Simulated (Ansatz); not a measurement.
# GdN (Fm-3m): equation of state

The task here is to estimate one member of a computed series from the others.

Method: DFT PBE, scalar-relativistic, plane waves, PAW, in Ansatz 0.2.0.

## The starting structure

Symmetry: Fm-3m, No. 225, cubic system. Conventional cell: a = 4.985 Å, b = 4.985 Å, c = 4.985 Å, α = 90.00°, β = 90.00°, γ = 90.00°. Gd (site symmetry m-3m) has 6 N at 2.49 Å as nearest neighbours. Around N (site symmetry m-3m) lie 6 Gd at 2.49 Å.

As a file:

```cif
data_structure
_symmetry_space_group_name_H-M 'Fm-3m'
_symmetry_Int_Tables_number 225
_cell_length_a 4.9846
_cell_length_b 4.9846
_cell_length_c 4.9846
_cell_angle_alpha 90.000
_cell_angle_beta 90.000
_cell_angle_gamma 90.000
_cell_volume 123.85
loop_
_atom_site_label
_atom_site_type_symbol
_atom_site_symmetry_multiplicity
_atom_site_Wyckoff_symbol
_atom_site_fract_x
_atom_site_fract_y
_atom_site_fract_z
_atom_site_occupancy
Gd1 Gd 4 a 0.00000 0.00000 0.00000 1
N1 N 4 b 0.50000 0.00000 0.00000 1
```

This cell comes from an earlier session at PBE: 15.481 Å³/atom at -0.05 GPa, on a 12×12×12 mesh.

Volume factors to run: 0.980, 1.020, 0.960, 1.040.

Set-up of the first run:

input.yaml reads:

```yaml
crystal:
  lattice:
    - [0.0, 2.4755580936, 2.4755580936]
    - [2.4755580936, 0.0, 2.4755580936]
    - [2.4755580936, 2.4755580936, 0.0]
  atoms:
    - { symbol: Gd, position: [0.0, 0.0, 0.0], spin: 7.55 }
    - { symbol: "N", position: [0.5, 0.5, 0.5] }
basis:
  ecutwfc: 420
  ecutrho_ratio: 4
kpoints:
  mp_grid: { grid: [12, 12, 12] }
hamiltonian:
  xc: pbe
scf:
  occupations: { method: gaussian, width: 0.05 }
output:
  forces: true
  stress: true
  eigenvalues: true
  populations: true
magnetization:
  spin_polarized: true
```

Run with:

```console
$ ansatz run input.yaml --threads 1 --pin off --max-ram 2560MiB --backend cpu --events-out ev --progress --plain --runs-dir out
```

Among the steps run: Scaling the volume by 0.980; At 1.020 of the relaxed volume; Scaling the volume by 0.960; At 1.040 of the relaxed volume.

One of the session's tables, all rows but one given; the rest of the session is left out.

It belongs to the step «Energy and pressure against volume». 

| volume (Å³/atom) | energy (meV/atom) | pressure (GPa) | moment of atom 1 (μB) |
| --- | --- | --- | --- |
| 14.862 | 11.89 | 6.45 | 6.85 |
| 15.171 | ? | ? | ? |
| 15.481 | 0.00 | -0.05 | 6.86 |
| 15.790 | 2.81 | -2.84 | 6.87 |
| 16.100 | 10.78 | -5.36 | 6.88 |

Estimate the missing values for volume (Å³/atom) = 15.171.

Worked estimate for «energy (meV/atom)». A straight line through the neighbours (14.862, 11.89) and (15.481, 0.00) gives 11.89 + (0.00 − 11.89) × (15.171 − 14.862) / (15.481 − 14.862) = 5.95; a parabola fitted to 3 rows on both sides gives 3.03.

As computed: energy (meV/atom): 2.82; pressure (GPa): 3.03; moment of atom 1 (μB): 6.86. In «energy (meV/atom)» the line misses by +3.13 and the parabola by +0.21.

Limits of these values: Warnings in the runs' records: stability check not made.
